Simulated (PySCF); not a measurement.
# RuS₂⁺: relaxation and vibrations of the doublet

Aim: relax RuS₂⁺ as a doublet from a bent start, check by its vibrations whether the end is a minimum, and collect its spectrum and constants.

Computed with PySCF 2.14.0. Level: PBE0, basis Ru def2-SVP with ECP28, S def2-SVP, scalar-relativistic core potentials, no spin–orbit coupling, density fitting.

## 1. Where the work starts

3 atoms, charge 1, spin multiplicity 2.

Bond lengths: Ru1–S2 2.038 Å, Ru1–S3 2.038 Å. Angles: S2–Ru1–S3 110.0°.

```xyz
3
charge 1 multiplicity 2
Ru    0.0000    0.0000    0.0000
S     1.6698    0.0000    1.1692
S    -1.6698    0.0000    1.1692
```

## 2. Finding the electronic state

The steps below are one call of a driver around PySCF. For each, scf.py gives the equivalent set-up of the SCF; relaxations use the driver's own optimiser. After this first run the driver tries any further starts and a stability analysis.

scf.py reads:

```python
from pyscf import gto, scf, dft
mol = gto.M(atom='''
Ru     0.000000     0.000000     0.000000
S      1.669800     0.000000     1.169200
S     -1.669800     0.000000     1.169200''',
    basis={'Ru': 'def2-SVP', 'S': 'def2-SVP'},
    ecp={'Ru': 'def2-SVP'},
    charge=1, spin=1)
mf = dft.UKS(mol, xc='PBE0')
mf.grids.atom_grid = (50, 194)
aux = {'Ru': 'def2-universal-JKFIT', 'S': 'def2-universal-JKFIT'}
mf = mf.density_fit(auxbasis=aux)
mf.conv_tol = 1e-08
mf.diis_space = 10
mf.max_cycle = 60
mf.init_guess = 'minao'
mf.verbose = 4
mf.kernel()
```

Run with:

```sh
$ OMP_NUM_THREADS=2 python axn.py task.json out
```

After this run come: Relaxing the doublet from the bent start; Is it a minimum? Harmonic modes.

Q: Predict the outcome of this session. Wanted: minimum; geometry; wavenumbers; dipole moment; highest occupied, lowest empty level; polar-tensor charge of Ru1; zero-point energy; ⟨S²⟩.

The runs gave:

```
                                          quantity                             value
                                           minimum                      doublet, C2v
                                          geometry  Ru–S 2.022 Å (×2); S–Ru–S 112.2°
                                wavenumbers (cm⁻¹)      192 (a1), 567 (b2), 572 (a1)
                    dipole moment (centre of mass)                            1.19 D
highest occupied, lowest empty level (either spin)                 -13.44, -10.61 eV
                        polar-tensor charge of Ru1                           +1.07 e
                                 zero-point energy                        8.0 kJ/mol
                               entropy at 298.15 K                   295.1 J/(mol K)
                                              ⟨S²⟩                             1.050
```

The bent start keeps its C2v symmetry and ends in a minimum. The determinant is spin-contaminated (⟨S²⟩ = 1.05 against 0.75), so it is no pure spin state. The strongest infrared band lies at 567 cm⁻¹ (b2, stretch). Most of the spin sits on Ru1 (Mulliken spin 0.93, against 1 for the whole molecule). Other starts or spin states, not run here, may lie lower. Open d and f shells are described by one determinant, and the ground state may have another occupation or spin.
